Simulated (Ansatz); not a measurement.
## Mn3Al: band structure with PBEsol

Mn3Al:

```
Mn Al
1.0
     0.00000    2.85803    2.85803
     2.85803    0.00000    2.85803
     2.85803    2.85803    0.00000
Mn Al
3 1
Direct
  0.00000 0.00000 0.00000
  0.25000 0.25000 0.25000
  0.75000 0.75000 0.75000
  0.50000 0.50000 0.50000
```

The cell comes from a database or a generator and needn't be the stable form of this composition.

| Quantity | Value |
| --- | --- |
| Program | Ansatz 0.2.0 |
| Task | band structure |
| Functional | PBEsol |
| Potentials or basis | all-electron LAPW, scalar-relativistic |
| Cutoff | 283 eV (chosen from the basis error) |
| Basis error allowed | 0.002 eV/atom |
| k mesh | 8 × 8 × 8 |
| Occupations | fermi-dirac, width 0.05 eV |
| Spin | collinear spin, ferromagnetic start |
| Starting moments | [4.0, 4.0, 4.0, 0.0] μB |

```
Pressure                : -2.6 GPa
Band gap along the path : none (metal or under the smearing width)
Net moment              : 0.00 μB per cell
Absolute moment         : 4.95 μB per cell
Site moments            : Mn +2.39, -1.19; Al -0.01 μB
```

Levels at the corners of the path, in eV from the Fermi level:
Spin up:
```
point  band 24  band 25  band 26  band 27  band 28  band 29  band 30  band 31  band 32  band 33
    Γ    -2.61    -2.61    -0.03    -0.03     1.02     1.02     1.02     1.40     1.40     6.29
    X    -1.53    -1.19    -1.19    -0.45     0.00     0.00     0.22     1.01     1.05     1.05
    W    -2.13    -0.95    -0.88    -0.88    -0.09     0.13     0.40     0.62     0.62     1.59
    K    -1.69    -1.14    -0.72    -0.58    -0.32    -0.21     0.29     0.75     1.11     1.36
    Γ    -2.61    -2.61    -0.03    -0.03     1.02     1.02     1.02     1.40     1.40     6.29
    L    -1.39    -1.39    -0.26    -0.26    -0.23     0.07     0.07     0.75     0.75     1.17
    U    -1.69    -1.14    -0.72    -0.58    -0.32    -0.21     0.29     0.75     1.11     1.36
    W    -2.13    -0.95    -0.88    -0.88    -0.09     0.13     0.40     0.62     0.62     1.59
```
Spin down:
| point | band 26 | band 27 | band 28 | band 29 | band 30 | band 31 |
| --- | --- | --- | --- | --- | --- | --- |
| Γ | -0.03 | -0.03 | -0.03 | 0.62 | 0.62 | 1.54 |
| X | -0.67 | -0.67 | -0.36 | 0.29 | 0.57 | 0.75 |
| W | -1.60 | -0.91 | -0.88 | 0.89 | 0.89 | 1.24 |
| K | -1.28 | -1.13 | -0.87 | 0.72 | 0.79 | 1.08 |
| Γ | -0.03 | -0.03 | -0.03 | 0.62 | 0.62 | 1.54 |
| L | -1.28 | -1.28 | -1.23 | 0.89 | 0.89 | 1.40 |
| U | -1.28 | -1.13 | -0.87 | 0.72 | 0.79 | 1.08 |
| W | -1.60 | -0.91 | -0.88 | 0.89 | 0.89 | 1.24 |

It took 71 s on 4 threads of Intel(R) Xeon(R) Platinum 8488C (Sapphire Rapids), on a shared host, peak memory 0.93 GiB.

Caveat: the starting moments weren't kept.
